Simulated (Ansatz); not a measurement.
# CH₂BFO (SMILES FB1CO1): single points off equilibrium

A test off equilibrium: a structure displaced at random from a GFN2-xTB minimum is computed at several levels, and each is set against CCSD(T).

The runs use Ansatz 0.2.0, Gaussian basis; single points in def2-TZVPP.

Cores are frozen in the correlated methods. B3LYP uses VWN-RPA correlation.

## 1. The system as given

SMILES `FB1CO1`, 6 atoms, charge 0, spin multiplicity 1.

Atoms are counted from 1 here; the program's logs count them from 0.

Bond lengths: F1–B2 1.284 Å, B2–C3 1.529 Å, B2–O4 1.294 Å, C3–O4 1.518 Å, C3–H5 1.035 Å, C3–H6 1.081 Å. Angles: F1–B2–C3 154.5°, F1–B2–O4 141.0°, C3–B2–O4 64.4°, B2–C3–O4 50.3°, B2–C3–H5 121.3°, B2–C3–H6 125.5°, O4–C3–H5 107.9°, O4–C3–H6 113.0°, H5–C3–H6 113.2°, B2–O4–C3 65.3°.

As a file:

```mol
CH2BFO
  3D, bonds by distance, orders not assigned

  6  6  0  0  0  0  0  0  0  0999 V2000
   -0.8135   -1.9247    0.4294 F   0  0
   -0.4227   -0.7681    0.0317 B   0  0
    0.3944    0.5204    0.1258 C   0  0
   -0.6521    0.1074   -0.8935 O   0  0
    1.2980    0.6211   -0.3679 H   0  0
    0.1141    1.4019    0.6857 H   0  0
  1  2  8  0
  2  3  8  0
  2  4  8  0
  3  4  8  0
  3  5  8  0
  3  6  8  0
M  END
```

## 2. CCSD(T)/def2-TZVPP

File run/in.yaml:

```yaml
crystal:
  periodic: [false, false, false]
  atoms:
    - {symbol: F, position_ang: [-0.813500, -1.924700, 0.429400]}
    - {symbol: B, position_ang: [-0.422700, -0.768100, 0.031700]}
    - {symbol: C, position_ang: [0.394400, 0.520400, 0.125800]}
    - {symbol: O, position_ang: [-0.652100, 0.107400, -0.893500]}
    - {symbol: H, position_ang: [1.298000, 0.621100, -0.367900]}
    - {symbol: H, position_ang: [0.114100, 1.401900, 0.685700]}
basis:
  gaussian: {orbitals: def2-TZVPP}
correlation: {method: ccsd_t}
output: {forces: true}
```

The command line of these runs was not kept.

## 3. PBE0-D4/def2-TZVPP

run/in.yaml, as its differences from that of step 2:

```diff
@@ -11,3 +11,3 @@
   gaussian: {orbitals: def2-TZVPP}
-correlation: {method: ccsd_t}
-output: {forces: true}
+hamiltonian: {xc: pbe0, dispersion: d4}
+output: {forces: true, orbitals: {seedname: orbitals}}
```

## 4. wB97M-V/def2-TZVPP

run/in.yaml, as its differences from that of step 3:

```diff
@@ -11,3 +11,3 @@
   gaussian: {orbitals: def2-TZVPP}
-hamiltonian: {xc: pbe0, dispersion: d4}
-output: {forces: true, orbitals: {seedname: orbitals}}
+hamiltonian: {xc: {name: wB97M-V}}
+output: {forces: true}
```

## 5. r2SCAN-D4/def2-TZVPP

run/in.yaml, as its differences from that of step 4:

```diff
@@ -11,3 +11,3 @@
   gaussian: {orbitals: def2-TZVPP}
-hamiltonian: {xc: {name: wB97M-V}}
+hamiltonian: {xc: r2scan, dispersion: d4}
 output: {forces: true}
```

## 6. PBE-D4/def2-TZVPP

run/in.yaml, as its differences from that of step 5:

```diff
@@ -11,3 +11,3 @@
   gaussian: {orbitals: def2-TZVPP}
-hamiltonian: {xc: r2scan, dispersion: d4}
+hamiltonian: {xc: pbe, dispersion: d4}
 output: {forces: true}
```

## 7. B3LYP-D4/def2-TZVPP

run/in.yaml, as its differences from that of step 6:

```diff
@@ -11,3 +11,3 @@
   gaussian: {orbitals: def2-TZVPP}
-hamiltonian: {xc: pbe, dispersion: d4}
+hamiltonian: {xc: {name: B3LYP}, dispersion: d4}
 output: {forces: true}
```

## 8. wB97X-V/def2-TZVPP

run/in.yaml, as its differences from that of step 7:

```diff
@@ -11,3 +11,3 @@
   gaussian: {orbitals: def2-TZVPP}
-hamiltonian: {xc: {name: B3LYP}, dispersion: d4}
+hamiltonian: {xc: {name: wB97X-V}}
 output: {forces: true}
```

(Steps that only read results are left out.)

What does the calculation give? Wanted: energy less free atoms, CCSD(T)/def2-TZVPP; RMS force component; RMS force error; HOMO and LUMO, PBE0-D4; T1 diagnostic.

As calculated:

```
                                  quantity                                                                                            value
energy less free atoms, CCSD(T)/def2-TZVPP                                                                                       -26.025 eV
                       RMS force component                                                             0.912 to 1.128 eV/Å over the methods
                           RMS force error  PBE0-D4 0.249, wB97M-V 0.189, r2SCAN-D4 0.114, PBE-D4 0.179, B3LYP-D4 0.143, wB97X-V 0.194 eV/Å
                    HOMO and LUMO, PBE0-D4                                                                                -8.43 and 0.54 eV
                             T1 diagnostic                                                                                            0.014
```

What this shows: Against CCSD(T) the functionals' energies less atoms differ by -1.778 to -0.760 eV, PBE-D4 by -1.778 eV. A larger basis would deepen the CCSD(T) value, while the functionals are nearly converged already, so the order here is not reliable. On forces the order runs from r2SCAN-D4 to PBE0-D4. Frozen-core CCSD(T) forces in triple zeta carry basis errors of their own, and this is one geometry, so small gaps rank nothing.
